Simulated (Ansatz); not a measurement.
# CsH6: the cost of one run

Method: DFT PBE, scalar-relativistic, plane waves, PAW, in Ansatz 0.2.0.

1 further run of the same task is left out (set aside as unsound or not needed).

## 1. The structure to begin with

It takes space group P6/mmm (No. 191, hexagonal). Conventional cell: a = 5.589 Å, b = 5.589 Å, c = 6.640 Å, α = 90.00°, β = 90.00°, γ = 120.00°. Cs (site symmetry 6/mmm) has 12 H at 4.06 Å as nearest neighbours. H (site symmetry 2mm) is surrounded by 1 H at 0.76 Å.

As a file:

```cif
data_structure
_symmetry_space_group_name_H-M 'P 1'
_symmetry_Int_Tables_number 1
_cell_length_a 5.5890
_cell_length_b 5.5890
_cell_length_c 6.6401
_cell_angle_alpha 90.000
_cell_angle_beta 90.000
_cell_angle_gamma 120.000
_cell_volume 179.63
loop_
_atom_site_label
_atom_site_type_symbol
_atom_site_fract_x
_atom_site_fract_y
_atom_site_fract_z
_atom_site_occupancy
Cs1 Cs 0.00000 0.00000 0.50000 1
H1 H 0.50000 0.50000 0.05726 1
H2 H 0.00000 0.50000 0.05726 1
H3 H 0.50000 0.00000 0.05726 1
H4 H 0.00000 0.50000 0.94274 1
H5 H 0.50000 0.00000 0.94274 1
H6 H 0.50000 0.50000 0.94274 1
```

It is the end of an earlier relaxation with the same method, from a database cell with other species swapped in; it is a trial structure. At a tolerance of 0.05 Å it has space group P6/mmm (No. 191); it has 25.66 Å³/atom, an uncorrected energy of +0.02 eV/atom over the elements.

## 2. Bands, states and charges

File input.yaml:

```yaml
crystal:
  lattice:
    - [5.5889860429, 0.0, 0.0]
    - [-2.7944930214, 4.8402038945, 0.0]
    - [0.0, 0.0, 6.640112151]
  atoms:
    - { symbol: Cs, position: [0.0, 0.0, 0.5] }
    - { symbol: H, position: [0.5, 0.5, 0.0572598635] }
    - { symbol: H, position: [0.0, 0.5, 0.0572598635] }
    - { symbol: H, position: [0.5, 0.0, 0.0572598635] }
    - { symbol: H, position: [0.0, 0.5, 0.9427401365] }
    - { symbol: H, position: [0.5, 0.0, 0.9427401365] }
    - { symbol: H, position: [0.5, 0.5, 0.9427401365] }
basis:
  ecutwfc: 420
kpoints:
  mp_grid: { grid: [9, 9, 6] }
  band_path:
    path:
      - [[0.0, 0.0, 0.0], [0.5, 0.0, 0.0], [0.33333333, 0.33333333, 0.0], [0.0, 0.0, 0.0], [0.0, 0.0, 0.5], [0.5, 0.0, 0.5], [0.33333333, 0.33333333, 0.5], [0.0, 0.0, 0.5]]
      - [[0.5, 0.0, 0.5], [0.5, 0.0, 0.0]]
      - [[0.33333333, 0.33333333, 0.5], [0.33333333, 0.33333333, 0.0]]
    npoints: 14
hamiltonian:
  xc: pbe
scf:
  occupations: { method: gaussian, width: 0.1 }
  n_extra_bands: 17
output:
  forces: true
  stress: true
  eigenvalues: true
  populations: true
  dos: { projected: true, de: 0.02, nscf_kmesh: { grid: [14, 14, 9] } }
  bader: true
```

Started as:

```
ansatz run input.yaml --threads 1 --pin off --max-ram 2048MiB --backend cpu --events-out ev --progress --plain --runs-dir out
```

Q: Estimate wall time and peak memory on 1 thread of Arm Neoverse V2, shared host.

About 66 s, with a peak of 0.59 GiB.
